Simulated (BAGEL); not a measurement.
**SiH2Br2 (dibromosilane): levels of theory compared**

Wanted: a comparison of 4 runs (B3LYP/6-31G*, B3LYP/def2-SVP, PBE0/def2-SVP, RI-MP2/def2-SVP) of SiH2Br2 (dibromosilane). 

The results are computed with BAGEL 1.2.2.

4 further runs of the same task are left out: 4 set aside as unsound or not needed. Runs told in other sessions of the task aren't counted.

## 1. The system as given

SiH2Br2: 5 atoms, total charge 0, spin state singlet. As SMILES, `Br[SiH2]Br`. Geometry: relaxed at PBE0-D4/def2-TZVP.

Bond lengths: Br1–Si2 2.207 Å, Si2–Br3 2.207 Å, Si2–H4 1.476 Å, Si2–H5 1.476 Å. Angles: Br1–Si2–Br3 110.8°, Br1–Si2–H4 108.4°, Br1–Si2–H5 108.4°, Br3–Si2–H4 108.4°, Br3–Si2–H5 108.4°, H4–Si2–H5 112.5°.

## 2. The energy at B3LYP/6-31G(d) (density fitting with cc-pvqz-jkfit, spherical functions) (run 1)

The input, calc.json:

```json
{ "bagel" : [

{
  "title" : "molecule",
  "basis" : "6-31gs.json",
  "df_basis" : "cc-pvqz-jkfit",
  "angstrom" : "true",
  "geometry" : [
    { "atom" : "Br", "xyz" : [   -1.672690,   -1.239290,    0.362310 ] },
    { "atom" : "Si", "xyz" : [    0.158230,   -0.046290,    0.054680 ] },
    { "atom" : "Br", "xyz" : [   -0.295570,    1.814160,   -1.042010 ] },
    { "atom" : "H", "xyz" : [    1.103430,   -0.843230,   -0.751710 ] },
    { "atom" : "H", "xyz" : [    0.706590,    0.314640,    1.376730 ] }
  ]
},
{ "title" : "ks", "xc_func" : "b3lyp" },
{ "title" : "print", "file" : "orbitals.molden", "orbitals" : "true" }

]}
```

The basis set 6-31G* is read from a file made from the Basis Set Exchange's data (not shown).

Started as:

```sh
BAGEL_NUM_THREADS=1 BAGEL calc.json > calc.out
```

Output:

```text
* using 1 threads per process

  ===============================================================
  ===============================================================

  *** Geometry ***

  { "atom" : "Br", "xyz" : [     -3.160926,     -2.341919,      0.684667 ] },
  { "atom" : "Si", "xyz" : [      0.299011,     -0.087475,      0.103330 ] },
  { "atom" : "Br", "xyz" : [     -0.558546,      3.428266,     -1.969114 ] },
  { "atom" : "H", "xyz" : [      2.085180,     -1.593474,     -1.420526 ] },
  { "atom" : "H", "xyz" : [      1.335262,      0.594583,      2.601643 ] },

  Number of auxiliary basis functions:      686

  Since a DF basis is specified, we compute 2- and 3-index integrals:
    o Being stored without compression. Storage requirement is 0.041 GB

  Number of basis functions:       86
  Number of electrons      :       86

    * METHOD: MOLECULE                             0.61

  *** Kohn-Sham DFT ***

    * Removing 7962 points whose weight is below 1.00e-10
    * Grid points: 66568

  === Nuclear Repulsion ===
   448.2792628212

       - DIIS with orbital gradients will be used.

  === KS iteration (b3lyp / 6-31gs.json) ===
      0      -5294.88661705          0.16256430           0.48
      1      -5044.32609843          0.77479084           0.46
      2      -5204.74633494          0.20126531           0.45
[... 16 lines of this table left out ...]
     19      -5438.52765842          0.00000001           0.44
    * SCF iteration converged.

    * Permanent dipole moment:
           (   -0.500274,     0.146323,    -0.172868) a.u.

    * METHOD: KS                                   9.23

    * METHOD: PRINT                                0.02

  ===============================================================
```

Wall time 10 s (1 thread of Arm Neoverse V1, shared host); peak memory 0.37 GiB.

## 3. A single-point energy at B3LYP/def2-SVP (density fitting with cc-pvqz-jkfit) (run 2)

Edit calc.json of step 2 so:

```diff
@@ -4,5 +4,5 @@
   "title" : "molecule",
-  "basis" : "6-31gs.json",
+  "basis" : "svp",
   "df_basis" : "cc-pvqz-jkfit",
-  "angstrom" : "true",
+  "angstrom" : true,
   "geometry" : [
@@ -16,3 +16,3 @@
 { "title" : "ks", "xc_func" : "b3lyp" },
-{ "title" : "print", "file" : "orbitals.molden", "orbitals" : "true" }
+{ "title" : "print", "file" : "orbitals.molden", "orbitals" : true }
```

Started as:

```sh
BAGEL_NUM_THREADS=1 BAGEL calc.json > calc.out
```

Output:

```text
* using 1 threads per process

  ===============================================================
  ===============================================================

  *** Geometry ***

  { "atom" : "Br", "xyz" : [     -3.160926,     -2.341919,      0.684667 ] },
  { "atom" : "Si", "xyz" : [      0.299011,     -0.087475,      0.103330 ] },
  { "atom" : "Br", "xyz" : [     -0.558546,      3.428266,     -1.969114 ] },
  { "atom" : "H", "xyz" : [      2.085180,     -1.593474,     -1.420526 ] },
  { "atom" : "H", "xyz" : [      1.335262,      0.594583,      2.601643 ] },

  Number of auxiliary basis functions:      686

  Since a DF basis is specified, we compute 2- and 3-index integrals:
    o Being stored without compression. Storage requirement is 0.046 GB

  Number of basis functions:       92
  Number of electrons      :       86

    * METHOD: MOLECULE                             0.54

  *** Kohn-Sham DFT ***

    * Removing 7962 points whose weight is below 1.00e-10
    * Grid points: 66568

  === Nuclear Repulsion ===
   448.2792628212

       - DIIS with orbital gradients will be used.

  === KS iteration (b3lyp / svp) ===
      0      -5336.79317683          0.14788456           0.54
      1      -5123.04583152          0.41368457           0.46
      2      -5247.11135312          0.17080735           0.45
[... 16 lines of this table left out ...]
     19      -5438.44749219          0.00000001           0.49
    * SCF iteration converged.

    * Permanent dipole moment:
           (   -0.403722,     0.118098,    -0.139497) a.u.

    * METHOD: KS                                  10.00

    * METHOD: PRINT                                0.02

  ===============================================================
```

Run time: 11 s. Hardware: 1 thread of Arm Neoverse V1, shared host; peak memory 0.39 GiB.

Run 3 isn't shown in full; the table further down has it.

## 4. A single-point energy at RI-MP2/def2-SVP (density fitting with cc-pvqz-jkfit) (run 4)

The input, mp2.json:

```json
{ "bagel": [

{
  "title": "molecule",
  "basis": "svp",
  "df_basis": "cc-pvqz-jkfit",
  "angstrom": true,
  "geometry": [
    { "atom": "Br", "xyz": [   -1.672690,   -1.239290,    0.362310 ] },
    { "atom": "Si", "xyz": [    0.158230,   -0.046290,    0.054680 ] },
    { "atom": "Br", "xyz": [   -0.295570,    1.814160,   -1.042010 ] },
    { "atom": "H", "xyz": [    1.103430,   -0.843230,   -0.751710 ] },
    { "atom": "H", "xyz": [    0.706590,    0.314640,    1.376730 ] }
  ]
},
{
  "title": "hf"
},
{
  "title": "mp2",
  "ncore": 23
}

]}
```

Started as:

```sh
BAGEL_NUM_THREADS=1 BAGEL mp2.json > mp2.out
```

Output:

```text
* using 1 threads per process

  ===============================================================
  ===============================================================

  *** Geometry ***

[... 29 lines left out ...]
    * SCF iteration converged.
[... 1 line left out ...]
    * Permanent dipole moment:
[... 2 lines left out ...]
    * METHOD: HF                                   2.85

  *** RHF ***

  === Nuclear Repulsion ===
   448.2792628212

      * DIIS with orbital gradients will be used.

  === RHF iteration (svp) ===
      0      -5434.29959538          0.00000000           0.23
    * SCF iteration converged.

    * Permanent dipole moment:
           (   -0.523070,     0.152976,    -0.180738) a.u.

  === DF-MP2 calculation ===

    * freezing 23 orbitals
    * 3-index integral transformation done
    * assembly done

      MP2 correlation energy:   -0.5574130493      0.09

      MP2 total energy:       -5434.8570084337

    * METHOD: MP2                                  0.55

  ===============================================================
```

It took 4.2 s on 1 thread of Arm Neoverse V1, shared host; peak memory 0.2 GiB.

## 5. All runs side by side

| run | level | frozen core orbitals | energy (Eh) | dipole moment (D) | HOMO energy (eV) | LUMO energy (eV) | wall time |
| --- | --- | --- | --- | --- | --- | --- | --- |
| 1 | B3LYP/6-31G* (density fitting with cc-pvqz-jkfit, spherical functions) | – | -5438.527658 | 1.40 | -8.32 | -0.86 | 10 s |
| 2 | B3LYP/def2-SVP (density fitting with cc-pvqz-jkfit) | – | -5438.447492 | 1.13 | -8.20 | -0.49 | 11 s |
| 3 | PBE0/def2-SVP (density fitting with cc-pvqz-jkfit) | – | -5437.657338 | 1.20 | -8.53 | -0.35 | 11 s |
| 4 | RI-MP2/def2-SVP (density fitting with cc-pvqz-jkfit) | 23 | -5434.857008 | – | – | – | 4.2 s |

## 6. Outcome

| quantity | value |
| --- | --- |
| run 4: total energy | -5434.85701 Eh |
| run 4: correlation energy (23 core orbitals frozen) | -557.4 mEh |

Over runs 1, 2, 3 the dipole moment (its size) runs from 1.13 D (B3LYP/def2-SVP) to 1.40 D (B3LYP/6-31G*). Over runs 1, 2, 3 the HOMO–LUMO gap runs from 7.46 eV (B3LYP/6-31G*) to 8.18 eV (PBE0/def2-SVP). The two ends differ in method and basis. Totals of different functionals can't be ranked against each other. All runs together took 36 s, the longest 11 s.
